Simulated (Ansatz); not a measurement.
# C6H4F2 (1,4-difluorobenzene) at 6 levels

Aim: a comparison of 6 runs (B3LYP/6-31G*, BLYP/6-31G*, CAM-B3LYP/6-31G*, PBE/6-31G*, SVWN5/6-31G*, CCSD(T)/6-31G*) of C6H4F2 (1,4-difluorobenzene). 

The results are computed with Ansatz 0.2.0.

37 further runs of the same task are left out: 37 set aside as unsound or not needed. Runs told in other sessions of the task aren't counted.

## 1. The molecule

C6H4F2: 12 atoms, total charge 0, spin state singlet. SMILES: `Fc1ccc(F)cc1`. One bond was lengthened or shortened from a relaxed shape.

Bond lengths: F1–C2 1.540 Å, C2–C3 1.381 Å, C3–C4 1.386 Å, C4–C5 1.381 Å, C5–F6 1.339 Å, C5–C7 1.381 Å, C2–C8 1.381 Å, C7–C8 1.386 Å, C3–H9 1.083 Å, C4–H10 1.083 Å, C7–H11 1.083 Å, C8–H12 1.083 Å. Some angles: F1–C2–C3 119.0°, F1–C2–C8 119.0°, C3–C2–C8 122.1°, C2–C3–C4 119.0°, C3–C4–C5 119.0°, C4–C5–F6 119.0°, C4–C5–C7 122.1°, F6–C5–C7 119.0°, C5–C7–C8 119.0°, C2–C8–C7 119.0°.

## 2. A single-point energy at B3LYP/6-31G(d) (spherical functions) (run 1)

Input file job.yaml:

```yaml
basis:
  gaussian:
    orbitals: 6-31G_st_-spherical.json
crystal:
  periodic: [false, false, false]
  atoms:
    - symbol: F
      position_ang: [0.879000, -1.619076, 2.242822]
    - symbol: C
      position_ang: [0.412470, -0.759890, 1.052710]
    - symbol: C
      position_ang: [0.723110, 0.585830, 1.036590]
    - symbol: C
      position_ang: [0.303270, 1.359200, -0.034740]
    - symbol: C
      position_ang: [-0.412610, 0.759910, -1.052630]
    - symbol: F
      position_ang: [-0.818110, 1.507050, -2.087630]
    - symbol: C
      position_ang: [-0.723140, -0.585820, -1.036580]
    - symbol: C
      position_ang: [-0.303280, -1.359200, 0.034760]
    - symbol: H
      position_ang: [1.286400, 1.016540, 1.854700]
    - symbol: H
      position_ang: [0.525830, 2.417480, -0.085970]
    - symbol: H
      position_ang: [-1.286320, -1.016580, -1.854740]
    - symbol: H
      position_ang: [-0.525770, -2.417490, 0.085910]
total_charge: 0
hamiltonian:
  xc: {name: B3LYP}
accuracy: high
output: {orbitals: {seedname: orbitals}}
```

The basis set 6-31G* is read from a file made from the Basis Set Exchange's data (not shown).

Started as:

```
$ ansatz run job.yaml --threads 1 --pin off --max-ram 3480MiB --events-out events.jsonl --progress --plain --runs-dir runs
```

Output:

```text
Warning: RAYON_NUM_THREADS=1 ignored (pool sized by the plan → 1); use --threads N
Functional definition: B3LYP
  name "B3LYP"
  parameter a0 = 0.2
  parameter ax = 0.72
  parameter ac = 0.81
  exchange = (1 - a0 - ax)*slater_x + ax*b88_x + a0*exact_x
  correlation = (1 - ac)*vwn_rpa_c + ac*lyp_c
2907 factors; integrals over basis functions are off by at most 7.3e-9 eV
mean field evaluation 1: about -11714.1724 eV, gradient 4.8e1 eV
mean field evaluation 2: about -11713.9257 eV, gradient 4.9e1 eV
mean field evaluation 4: about -11719.3411 eV, gradient 2.2e0 eV
mean field evaluation 8: about -11719.6317 eV, gradient 6.6e-1 eV
mean field evaluation 16: about -11719.6326 eV, gradient 6.0e-5 eV
mean field -11719.63256166 eV, -430.6885527889 hartree, gradient 6.0e-8 eV, S^2 0.000000; 0 other end points of the search recorded, 0 dependent functions left out
reference -11719.63259542 eV, -430.6885540294 hartree; 29, 29 occupied and 91, 91 virtual orbitals, 2907 factors
Total energy: -11719.63259542 eV, -430.6885540294 hartree
```

Run time: 15 s. Hardware: 1 thread of Arm Neoverse V2, shared host; peak memory 0.53 GiB.

## 3. The energy at BLYP/6-31G(d) (spherical functions) (run 2)

Input file job.yaml:

```yaml
crystal:
  periodic: [false, false, false]
  atoms:
    - {symbol: F, position_ang: [0.879000, -1.619076, 2.242822]}
    - {symbol: C, position_ang: [0.412470, -0.759890, 1.052710]}
    - {symbol: C, position_ang: [0.723110, 0.585830, 1.036590]}
    - {symbol: C, position_ang: [0.303270, 1.359200, -0.034740]}
    - {symbol: C, position_ang: [-0.412610, 0.759910, -1.052630]}
    - {symbol: F, position_ang: [-0.818110, 1.507050, -2.087630]}
    - {symbol: C, position_ang: [-0.723140, -0.585820, -1.036580]}
    - {symbol: C, position_ang: [-0.303280, -1.359200, 0.034760]}
    - {symbol: H, position_ang: [1.286400, 1.016540, 1.854700]}
    - {symbol: H, position_ang: [0.525830, 2.417480, -0.085970]}
    - {symbol: H, position_ang: [-1.286320, -1.016580, -1.854740]}
    - {symbol: H, position_ang: [-0.525770, -2.417490, 0.085910]}
basis:
  gaussian: {orbitals: 6-31G_st_-spherical.json}
hamiltonian: {xc: {name: BLYP}}
accuracy: high
output: {orbitals: {seedname: orbitals}}
```

The basis set 6-31G* is read from a file made from the Basis Set Exchange's data (not shown).

Started as:

```
$ ansatz run job.yaml --threads 1 --pin off --max-ram 3480MiB --events-out events.jsonl --progress --plain --runs-dir runs
```

Output:

```text
Warning: RAYON_NUM_THREADS=1 ignored (pool sized by the plan → 1); use --threads N
Functional definition: BLYP
  name "BLYP"
  parameter beta = 0.0042
  parameter a = 0.04918
  parameter b = 0.132
  parameter c = 0.2533
  parameter d = 0.349
  exchange = b88_x(beta = beta)
  correlation = lyp_c(a = a, b = b, c = c, d = d)
2907 factors; integrals over basis functions are off by at most 7.3e-9 eV
mean field evaluation 1: about -11708.2044 eV, gradient 5.8e1 eV
mean field evaluation 2: about -11702.0429 eV, gradient 7.6e1 eV
mean field evaluation 4: about -11716.4631 eV, gradient 5.2e0 eV
mean field evaluation 8: about -11716.4838 eV, gradient 3.3e-1 eV
mean field evaluation 16: about -11716.4840 eV, gradient 3.1e-5 eV
mean field -11716.48402999 eV, -430.5728463840 hartree, gradient 9.0e-8 eV, S^2 0.000000; 0 other end points of the search recorded, 0 dependent functions left out
reference -11716.48407708 eV, -430.5728481146 hartree; 29, 29 occupied and 91, 91 virtual orbitals, 2907 factors
Total energy: -11716.48407708 eV, -430.5728481146 hartree
```

Wall time 11 s (1 thread of Arm Neoverse V2, shared host); peak memory 0.41 GiB.

Runs 3 to 5 aren't shown in full; the table further down has their settings and results.

## 4. A single-point energy at CCSD(T)/6-31G(d) (spherical functions) (run 6)

Input file job.yaml:

```yaml
crystal:
  periodic: [false, false, false]
  atoms:
    - symbol: F
      position_ang: [0.879000, -1.619076, 2.242822]
    - symbol: C
      position_ang: [0.412470, -0.759890, 1.052710]
    - symbol: C
      position_ang: [0.723110, 0.585830, 1.036590]
    - symbol: C
      position_ang: [0.303270, 1.359200, -0.034740]
    - symbol: C
      position_ang: [-0.412610, 0.759910, -1.052630]
    - symbol: F
      position_ang: [-0.818110, 1.507050, -2.087630]
    - symbol: C
      position_ang: [-0.723140, -0.585820, -1.036580]
    - symbol: C
      position_ang: [-0.303280, -1.359200, 0.034760]
    - symbol: H
      position_ang: [1.286400, 1.016540, 1.854700]
    - symbol: H
      position_ang: [0.525830, 2.417480, -0.085970]
    - symbol: H
      position_ang: [-1.286320, -1.016580, -1.854740]
    - symbol: H
      position_ang: [-0.525770, -2.417490, 0.085910]
basis:
  gaussian:
    orbitals: 6-31G_st_-spherical.json
scf:
  omitted_lower_state_checks: [cluster_reference, increment]
total_charge: 0
correlation:
  method: ccsd_t
  frozen_orbitals: {C: 1, F: 1, H: 0}
accuracy: high
```

The basis set 6-31G* is read from a file made from the Basis Set Exchange's data (not shown).

Started as:

```
$ ansatz run job.yaml --threads 1 --pin off --max-ram 3480MiB --events-out events.jsonl --progress --plain --runs-dir runs
```

Output, shortened:

```text
Warning: RAYON_NUM_THREADS=1 ignored (pool sized by the plan → 1); use --threads N
Functional definition: HF
  name "HF"
[...]
2907 factors; integrals over basis functions are off by at most 7.3e-9 eV
[...]
mean field -11656.67030499 eV, -428.3747325336 hartree, gradient 9.6e-8 eV, S^2 0.000000; 0 other end points of the search recorded, 0 dependent functions left out; unrestricted orbitals would lower it
8 core orbitals not correlated: weight in the atoms' cores, before any rotation towards them, 1.000 or more for the frozen orbitals, at most 0.000 for the correlated occupied ones
reference -11656.67030499 eV, -428.3747325336 hartree; 21, 21 occupied and 91, 91 virtual orbitals, 2907 factors
second order -29.59472285 eV of doubles, -0.00000000 eV of singles
cycle   1  -29.41089953 eV  change    1.8e-1 eV  update   1.4e-1
[...]
cycle  21  -30.44247660 eV  change  -1.4e-10 eV  update   2.7e-9
perturbative correction -1.17466443 eV, -0.0431681216 hartree
Total energy: -11688.28744602 eV, -429.5366410355 hartree
Checks for a lower state left out: cluster_reference, increment
```

Run time: 2.4 min. Hardware: 1 thread of Arm Neoverse V2, shared host; peak memory 1.4 GiB.

## 5. Overview of the runs

```tsv
run	level	frozen core orbitals	energy (Eh)	HOMO energy (eV)	LUMO energy (eV)	HOMO–LUMO gap (eV)	wall time
1	B3LYP/6-31G* (spherical functions)	–	-430.688554	-6.91	-0.69	6.22	15 s
2	BLYP/6-31G* (spherical functions)	–	-430.572848	-5.72	-1.17	4.55	11 s
3	CAM-B3LYP/6-31G* (spherical functions)	–	-430.507589	-8.39	0.62	9.01	17 s
4	PBE/6-31G* (spherical functions)	–	-430.208726	-5.94	-1.39	4.55	12 s
5	SVWN5/6-31G* (spherical functions)	–	-427.304972	-6.12	-1.60	4.52	8.7 s
6	CCSD(T)/6-31G* (spherical functions)	8	-429.536641	–	–	–	2.4 min
```

## 6. Summary of results

| quantity | value |
| --- | --- |
| run 6: total energy | -429.53664 Eh |
| run 6: correlation energy (8 core orbitals frozen) | -1161.9 mEh |
| run 6: (T) correction | -43.17 mEh |
| run 6: T1 diagnostic | 0.013 |

**Reading.** Over runs 1, 2, 3, 4, 5 the HOMO–LUMO gap runs from 4.52 eV (SVWN5/6-31G*) to 9.01 eV (CAM-B3LYP/6-31G*). Totals of different functionals can't be ranked against each other. In run 6 the log says that unrestricted orbitals would lower the reference, so the values rest on an unstable closed-shell determinant (other closed-shell runs at this shape may share the fault). All runs together took 3.4 min, the longest 2.4 min.
